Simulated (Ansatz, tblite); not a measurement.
**Tetramethylammonium triflate (C₅H₁₂F₃NO₃S): rung by rung**

How do method and basis change the picture of tetramethylammonium triflate (C₅H₁₂F₃NO₃S) (singlet)?

Program: Ansatz 0.2.0, Gaussian basis. Level of theory: as each input shows. These are calculated values, not measurements.

Plan: GFN1-xTB, GFN2-xTB, PBE-D4/def2-TZVP, r2SCAN-D4/def2-TZVP, BHLYP-D4/def2-TZVP, BLYP-D4/def2-TZVP, PBE-D4/def2-SVP, PBE0-D4/def2-SVP, HF/STO-3G, HF/6-31G, B3LYP-D4/6-31G, MP2/def2-SVP.

4 further runs of the same task are left out: 4 that didn't finish. Runs told in other sessions of the task aren't counted.

**1. The structure**

The singlet was relaxed beforehand with PBE-D4/def2-SVP.

SMILES `C[N+](C)(C)C.O=S(=O)([O-])C(F)(F)F`, 25 atoms, charge 0, spin multiplicity 1.

Bond lengths: C1–N2 1.497 Å, C1–H6 1.106 Å, C1–H7 1.106 Å, C1–H8 1.104 Å, N2–C3 1.511 Å, N2–C4 1.498 Å, N2–C5 1.511 Å, C3–H9 1.106 Å, C3–H10 1.108 Å, C3–H11 1.106 Å, C4–H12 1.105 Å, C4–H13 1.106 Å, C4–H14 1.105 Å, C5–H15 1.105 Å, C5–H16 1.105 Å, C5–H17 1.107 Å, O18–S19 1.508 Å, S19–O20 1.477 Å and more. Angles: N2–C1–H6 109.4°, N2–C1–H7 109.3°, N2–C1–H8 108.4°, H6–C1–H7 110.1°, H6–C1–H8 109.9°, H7–C1–H8 109.9°, C1–N2–C3 109.3°, C1–N2–C4 110.0°, C1–N2–C5 109.3°, C3–N2–C4 108.8°, C3–N2–C5 110.6°, C4–N2–C5 108.9°, N2–C3–H9 108.6°, N2–C3–H10 107.9°, N2–C3–H11 108.0°, H9–C3–H10 105.6°, H9–C3–H11 113.2°, H10–C3–H11 113.4° and more.

PBE0-D4/def2-TZVP was run before; its log isn't repeated, and its numbers join the tables.

**2. GFN1-xTB**

Tight binding, by tblite at 300 K electronic temperature and without a spin-polarisation term:

```python
tblite.interface.Calculator('GFN1-xTB', numbers, positions, charge=0, uhf=0).singlepoint()
```

Energy -1451.6834 eV, HOMO -12.04 eV, LUMO -5.67 eV; 0.021 s.

**3. GFN2-xTB**

Tight binding, by tblite at 300 K electronic temperature and without a spin-polarisation term:

```python
tblite.interface.Calculator('GFN2-xTB', numbers, positions, charge=0, uhf=0).singlepoint()
```

Energy -1343.4035 eV, HOMO -10.69 eV, LUMO -3.68 eV; 0.014 s.

**4. PBE-D4/def2-TZVP**

start.molden holds the orbitals of an earlier run on this state, given as this run's starting guess.

File in.yaml:

```yaml
crystal:
  periodic: [false, false, false]
  atoms:
    - {symbol: C, position_ang: [-2.310356, -1.239653, -0.500240]}
    - {symbol: N, position_ang: [-1.087299, -0.916235, 0.299773]}
    - {symbol: C, position_ang: [0.104409, -1.624103, -0.301158]}
    - {symbol: C, position_ang: [-1.261321, -1.379808, 1.713909]}
    - {symbol: C, position_ang: [-0.872135, 0.578948, 0.298712]}
    - {symbol: H, position_ang: [-2.468089, -2.333896, -0.502528]}
    - {symbol: H, position_ang: [-3.184445, -0.731345, -0.053105]}
    - {symbol: H, position_ang: [-2.155416, -0.880399, -1.533084]}
    - {symbol: H, position_ang: [0.277389, -1.223051, -1.316946]}
    - {symbol: H, position_ang: [0.999932, -1.342049, 0.287736]}
    - {symbol: H, position_ang: [-0.102487, -2.710215, -0.291442]}
    - {symbol: H, position_ang: [-2.131740, -0.866211, 2.161906]}
    - {symbol: H, position_ang: [-1.420307, -2.473818, 1.722544]}
    - {symbol: H, position_ang: [-0.343742, -1.126621, 2.274253]}
    - {symbol: H, position_ang: [-1.769735, 1.055162, 0.733967]}
    - {symbol: H, position_ang: [-0.672517, 0.903983, -0.737972]}
    - {symbol: H, position_ang: [0.052876, 0.789985, 0.869027]}
    - {symbol: O, position_ang: [1.315525, 0.674069, -1.781880]}
    - {symbol: S, position_ang: [2.409729, 0.958736, -0.783910]}
    - {symbol: O, position_ang: [3.795238, 0.773831, -1.260495]}
    - {symbol: O, position_ang: [2.115324, 0.422953, 0.602388]}
    - {symbol: C, position_ang: [2.225620, 2.818857, -0.527057]}
    - {symbol: F, position_ang: [3.096851, 3.277662, 0.385530]}
    - {symbol: F, position_ang: [0.969475, 3.107265, -0.083729]}
    - {symbol: F, position_ang: [2.417221, 3.485963, -1.676198]}
basis:
  gaussian: {orbitals: def2-TZVP, initial_orbitals: start.molden}
hamiltonian: {xc: pbe, dispersion: d4}
scf: {omitted_lower_state_checks: [starts]}
output: {orbitals: {seedname: orbitals}}
```

Run with:

```console
> ansatz run in.yaml --threads 4 --pin off --events-out ev --progress --plain --max-ram 6963MiB
```

The runs that follow: r2SCAN-D4/def2-TZVP; BHLYP-D4/def2-TZVP; BLYP-D4/def2-TZVP; PBE-D4/def2-SVP; PBE0-D4/def2-SVP; HF/STO-3G; HF/6-31G; B3LYP-D4/6-31G; MP2/def2-SVP.

**Question.** What will the summary of the whole plan be? Wanted: gap in def2-TZVP, named functionals, smallest and largest; correlation energy, MP2/def2-SVP; binding an atom, functionals in def2-TZVP; PBE0 total energy, smallest basis above largest.

**Answer**, as computed:

```
                                                 quantity                                  value
gap in def2-TZVP, named functionals, smallest and largest  3.93 eV (BLYP-D4), 8.80 eV (BHLYP-D4)
                         correlation energy, MP2/def2-SVP                              -58.60 eV
                binding an atom, functionals in def2-TZVP    3.74 (BHLYP-D4) to 4.08 eV (PBE-D4)
          PBE0 total energy, smallest basis above largest         30.14 eV (def2-SVP, def2-TZVP)
```

What this shows: Over the named functionals in def2-TZVP the gap runs from 3.93 eV (BLYP-D4) to 8.80 eV (BHLYP-D4); exact exchange widens it.
